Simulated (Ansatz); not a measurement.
# B2O: the cost of one run

Program: Ansatz 0.2.0. Level of theory: DFT PBE, scalar-relativistic, plane waves, PAW. These are calculated values, not measurements.

4 further runs of the same task are left out: 4 set aside as unsound or not needed.

**1. The system as given**

It takes space group P-3m1 (No. 164, trigonal). The conventional cell has a = 2.565 Å, b = 2.565 Å, c = 11.460 Å, α = 90.00°, β = 90.00°, γ = 120.00°. B (site symmetry 3m) is surrounded by 3 O at 1.58 Å and 1 B at 1.75 Å. B (site symmetry 3m) has 3 B at 1.57 Å as nearest neighbours. O (site symmetry 3m) is surrounded by 3 B at 1.58 Å.

Structure file:

```cif
data_structure
_symmetry_space_group_name_H-M 'P 1'
_symmetry_Int_Tables_number 1
_cell_length_a 2.5648
_cell_length_b 2.5648
_cell_length_c 11.4597
_cell_angle_alpha 90.000
_cell_angle_beta 90.000
_cell_angle_gamma 120.000
_cell_volume 65.28
loop_
_atom_site_label
_atom_site_type_symbol
_atom_site_fract_x
_atom_site_fract_y
_atom_site_fract_z
_atom_site_occupancy
B1 B 0.00000 0.00000 0.42379 1
B2 B 0.00000 0.00000 0.57621 1
B3 B 0.66667 0.33333 0.02307 1
B4 B 0.33333 0.66667 0.97693 1
O1 O 0.66667 0.33333 0.37539 1
O2 O 0.33333 0.66667 0.62461 1
```

It is the result of an earlier relaxation at this level (volume 10.88 Å³/atom; gap on the mesh: none (metal)).

**2. Tight relaxation for the response runs, with the smearing for a metal**

The response runs start from a cell at rest, found with their own mesh and filling of the bands.

File input.yaml:

```yaml
crystal:
  lattice:
    - [2.5647530972, 0.0, 0.0]
    - [-1.2823765486, 2.2211413366, 0.0]
    - [0.0, 0.0, 11.4596728107]
  atoms:
    - { symbol: B, position: [0.0, 0.0, 0.4237948178] }
    - { symbol: B, position: [0.0, 0.0, 0.5762051822] }
    - { symbol: B, position: [0.6666666667, 0.3333333333, 0.0230723395] }
    - { symbol: B, position: [0.3333333333, 0.6666666667, 0.9769276605] }
    - { symbol: O, position: [0.6666666667, 0.3333333333, 0.3753863853] }
    - { symbol: O, position: [0.3333333333, 0.6666666667, 0.6246136147] }
basis:
  ecutwfc: 420
kpoints:
  mp_grid: { grid: [18, 18, 4] }
hamiltonian:
  xc: pbe
scf:
  occupations: { method: fermi_dirac, width: 0.15 }
output:
  forces: true
  stress: true
  eigenvalues: true
relax:
  adjacent_minimum: "off"
  f_tol: 0.001
  max_steps: 60
  cell: { stress_tol: 0.01 }
```

Started as:

```
$ ansatz run input.yaml --threads 1 --pin off --max-ram 3072MiB --backend cpu --events-out ev --progress --plain --runs-dir out
```

Q: Estimate wall time and peak memory on 1 thread of Arm Neoverse V1, shared host.

About 4.5 min, with a peak of 0.42 GiB.
